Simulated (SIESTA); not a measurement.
The system is LiO8.

```
O Li
1.0
     4.47702    0.00000    0.00000
     1.89850    5.19004    0.00000
     1.73398    1.35979    5.06850
O Li
8 1
Cartesian
  1.2267 1.1643 0.5733
  6.9347 5.5148 4.3823
  4.5776 1.6323 0.9413
  3.6048 5.1119 4.1084
  2.2918 3.9054 1.2578
  5.5939 4.3111 1.3661
  5.6575 2.4082 3.9075
  2.3566 2.0372 3.7517
  2.8902 2.2633 0.1665
```

The cell comes from a database or a generator and needn't be the stable form of this composition.

- Program: SIESTA 5.4.2
- Task: single point
- Functional: PBEsol
- Potentials or basis: PseudoDojo 0.4 standard (PBEsol files)
- Basis: DZP (energy shift 0.003 Ry; two zetas on semicore shells)
- Grid cutoff: 800 Ry
- Energy shift: 0.003 Ry
- k mesh: 7 × 6 × 5
- Occupations: fermi-dirac, width 0.05 eV
- Spin: no spin polarisation

On this cell: pressure -3.2 GPa; largest force 0.609 eV/Å; band gap on the k mesh none (metal or under the smearing width).

The same run follows on a disturbed copy (atoms moved at random, drawn with an rms of 0.05 Å):

```
O Li
1.0
     4.47702    0.00000    0.00000
     1.89850    5.19004    0.00000
     1.73398    1.35979    5.06850
O Li
8 1
Cartesian
  1.2395 1.1467 0.5831
  6.9070 5.5157 4.3738
  4.5850 1.5881 0.9467
  3.6224 5.1199 4.1065
  2.2884 3.8796 1.2415
  5.6353 4.3288 1.4134
  5.6990 2.4298 3.9294
  2.3424 2.0284 3.7411
  2.8937 2.2543 0.2426
```

Q: What does the disturbed cell give?

A: The energy (extrapolated to zero smearing) moves by +13.9 meV/atom; pressure -2.2 GPa; largest force 2.178 eV/Å; band gap on the k mesh none (metal or under the smearing width).

Forces on the atoms (eV/Å):
```
O   -0.147 -0.267  0.056
O    1.827 -0.363 -0.011
O    0.144 -0.164 -0.141
O   -1.763  0.602  0.659
O    1.219 -0.095 -0.266
O   -1.207  0.323 -0.344
O   -2.111  0.472  0.246
O    2.006 -0.565 -0.046
Li   0.037  0.055 -0.154
```

Stress tensor (GPa, compression positive):
```
 0.73 -1.77 -0.12
-1.77 -3.85  0.00
-0.12  0.00 -3.58
```

Caveats: the basis of atomic orbitals isn't converged, which shifts pressures, moduli and gaps; an odd number of electrons without spin polarisation forces a metal; a magnetic or distorted state may lie lower.
